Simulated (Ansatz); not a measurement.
# AlCl2H3OSi: basis-set convergence

Aim: see how fast density functionals and correlated methods converge with the basis set for AlCl2H3OSi.

Program: Ansatz 0.2.0, Gaussian basis. Level of theory: one geometry, several basis sets. These are calculated values, not measurements.

The runs, in order: PBE0-D4/def2-SVP; ωB97M-V/def2-SVP; PBE0-D4/def2-QZVPP; ωB97M-V/def2-QZVPP; CCSD(T)/cc-pV(D+d)Z; CCSD(T)/cc-pV(T+d)Z; CCSD(T)/cc-pV(Q+d)Z; the functionals' def2-TZVPP values are taken from earlier runs.

## (1) The geometry

An earlier PBE0-D4 in a triple-zeta def2 set relaxation fixed the geometry.

SMILES `[SiH3][O][Al]([Cl])[Cl]`, 8 atoms, charge 0, spin multiplicity 1.

Atoms are counted from 1 here; the program's logs count them from 0.

Bond lengths: Si1–O2 1.630 Å, Si1–H6 1.485 Å, Si1–H7 1.485 Å, Si1–H8 1.485 Å, O2–Al3 1.659 Å, Al3–Cl4 2.073 Å, Al3–Cl5 2.073 Å. Angles: O2–Si1–H6 109.8°, O2–Si1–H7 109.4°, O2–Si1–H8 109.8°, H6–Si1–H7 109.3°, H6–Si1–H8 109.2°, H7–Si1–H8 109.3°, Si1–O2–Al3 179.7°, O2–Al3–Cl4 120.3°, O2–Al3–Cl5 120.3°, Cl4–Al3–Cl5 119.4°.

## (2) PBE0-D4 in def2-SVP

The input, in.yaml:

```yaml
crystal:
  periodic: [false, false, false]
  atoms:
    - {symbol: Si, position_ang: [0.040701, -0.861646, 1.239182]}
    - {symbol: O, position_ang: [0.013407, 0.057988, -0.106107]}
    - {symbol: Al, position_ang: [-0.022839, 0.997646, -1.472439]}
    - {symbol: Cl, position_ang: [-0.792791, 0.241625, -3.242084]}
    - {symbol: Cl, position_ang: [0.702594, 2.938709, -1.426946]}
    - {symbol: H, position_ang: [-0.074054, 0.003385, 2.441156]}
    - {symbol: H, position_ang: [1.319356, -1.615322, 1.295727]}
    - {symbol: H, position_ang: [-1.094274, -1.819484, 1.215611]}
basis:
  gaussian: {orbitals: def2-SVP}
hamiltonian: {xc: pbe0, dispersion: d4}
output: {orbitals: {seedname: orbitals}}
```

Started as:

```
$ ansatz run in.yaml --threads 2 --pin off --events-out ev --progress --plain --max-ram 22528MiB --backend cpu
```

Further steps of the session: ωB97M-V in def2-SVP; PBE0-D4 in def2-QZVPP; ωB97M-V in def2-QZVPP; CCSD(T) in cc-pV(D+d)Z; CCSD(T) in cc-pV(T+d)Z; CCSD(T) in cc-pV(Q+d)Z.

Q: Predict the results of all the runs planned. Wanted: MP2 correlation recovered, cc-pV(D+d)Z; MP2 correlation recovered, cc-pV(T+d)Z; MP2 correlation recovered, cc-pV(Q+d)Z; CCSD(T) limit from def2 sets; PBE0-D4: double and triple zeta above quadruple; ωB97M-V: double and triple zeta above quadruple.

**Answer**, as computed:

| quantity | value |
| --- | --- |
| MP2 correlation recovered, cc-pV(D+d)Z | 65.8 % |
| MP2 correlation recovered, cc-pV(T+d)Z | 86.5 % |
| MP2 correlation recovered, cc-pV(Q+d)Z | 94.4 % |
| CCSD(T) limit from def2 sets (earlier runs) less the limit of this series | -155 meV |
| PBE0-D4: double and triple zeta above quadruple | 17.81, 1.35 eV |
| ωB97M-V: double and triple zeta above quadruple | 17.67, 1.27 eV |

In words: PBE0-D4 gains 16.46 eV from double to triple zeta, then 1.35 eV more. Correlation climbs from 66 % (cc-pV(D+d)Z) to 94 % (cc-pV(Q+d)Z) of the limit; Hartree-Fock is 0.172 eV from its own by then. A limit from the def2 sets, made apart, differs by 155 meV, a least measure of the doubt on such a limit. Total energies overstate the basis error of differences, where much of it tends to cancel. The LUMO of ωB97M-V is positive and keeps falling with the basis (0.86 to 0.27 eV): an unbound level that the basis holds in place.
